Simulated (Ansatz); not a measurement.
Predict the output of the script below (the Python package of Ansatz (0.2.0)).

`h4ssesi.py`:
```python
"""Molecular dynamics of one H4SSeSi molecule."""

import logging
import sys

import ansatz as az
import numpy as np

logging.basicConfig(stream=sys.stdout, format="%(name)s: %(message)s")
log = logging.getLogger("h4ssesi")
log.setLevel(logging.INFO)

GEOMETRY = """
S    -2.05110    0.06550   -0.44970
Si   -0.11000    0.35620    0.29360
Se    1.04130   -1.56360   -0.04190
H    -1.55410   -0.13660   -1.76570
H     0.55590    1.45600   -0.43550
H    -0.16100    0.68100    1.73030
H     2.34030   -0.92650    0.62310
"""

geometry = az.Crystal.molecule()
for line in GEOMETRY.strip().splitlines():
    symbol, *xyz = line.split()
    geometry = geometry.atom(symbol, [float(v) for v in xyz])

setup = geometry.calculation()
setup = setup.basis(gaussian="def2-SVP")
setup = setup.functional("hf")
symbols = [site.symbol for site in geometry.cartesian_sites]
start = np.array([site.position_ang for site in geometry.cartesian_sites], dtype=float)
r = setup.relax(force_tolerance=0.02).run(threads=1, pin="off").report
end = np.array(r["positions_ang"])
minimum = az.Crystal.molecule()
for symbol, place in zip(symbols, end):
    minimum = minimum.atom(symbol, place.tolist())

# dynamics from the relaxed geometry
setup = minimum.calculation()
setup = setup.basis(gaussian="def2-SVP").functional("hf")
setup = setup.md("nve", timestep=0.5, steps=30, temperature=300, initial_velocities="maxwell_boltzmann", seed=63)
frames = []
done = setup.session().plan().execute(on_event=lambda e: frames.append(e["data"]) if e["event"] == "md_step" else None)
log.info("t (fs)   E_pot (eV)      E_kin (eV)   T (K)   d(0-1) (A)")
for f in frames[::2]:
    xyz = np.array(f["positions_ang"])
    log.info(f"{f['time_fs']:6.2f} {f['lagrangian_ev']:14.5f} {f['e_kin_ev']:10.5f} {f['temperature_k']:8.1f} {np.linalg.norm(xyz[0] - xyz[1]):9.4f}")
kept = np.array([f["conserved_ev"] for f in frames])
log.info(f"conserved energy moves by at most {1000 * np.ptp(kept):.3f} meV")
```

```console
$ python h4ssesi.py
h4ssesi: t (fs)   E_pot (eV)      E_kin (eV)   T (K)   d(0-1) (A)
h4ssesi:   0.00   -84033.51124    0.19389    300.0    2.1467
h4ssesi:   1.00   -84033.50715    0.18984    293.7    2.1510
h4ssesi:   2.00   -84033.49645    0.17919    277.3    2.1553
h4ssesi:   3.00   -84033.48277    0.16556    256.2    2.1594
h4ssesi:   4.00   -84033.46873    0.15152    234.4    2.1635
h4ssesi:   5.00   -84033.45473    0.13750    212.8    2.1674
h4ssesi:   6.00   -84033.43998    0.12275    189.9    2.1710
h4ssesi:   7.00   -84033.42398    0.10676    165.2    2.1743
h4ssesi:   8.00   -84033.40734    0.09014    139.5    2.1773
h4ssesi:   9.00   -84033.39174    0.07457    115.4    2.1798
h4ssesi:  10.00   -84033.37927    0.06213     96.1    2.1818
h4ssesi:  11.00   -84033.37141    0.05427     84.0    2.1833
h4ssesi:  12.00   -84033.36839    0.05124     79.3    2.1843
h4ssesi:  13.00   -84033.36940    0.05223     80.8    2.1847
h4ssesi:  14.00   -84033.37318    0.05599     86.6    2.1846
h4ssesi:  15.00   -84033.37833    0.06112     94.6    2.1841
h4ssesi: conserved energy moves by at most 0.212 meV
```

Caveats:
- Total energies depend on the basis set; only differences at equal settings carry meaning.
- The trajectory is only some femtoseconds long, so its temperature is not equilibrated; where the script doesn't relax first, it starts from a rough generated geometry.
- The temperature counts the internal degrees of freedom alone.
- Hardware and time: 74 s on 1 thread of Arm Neoverse V1 (shared host), peak memory 0.25 GiB.
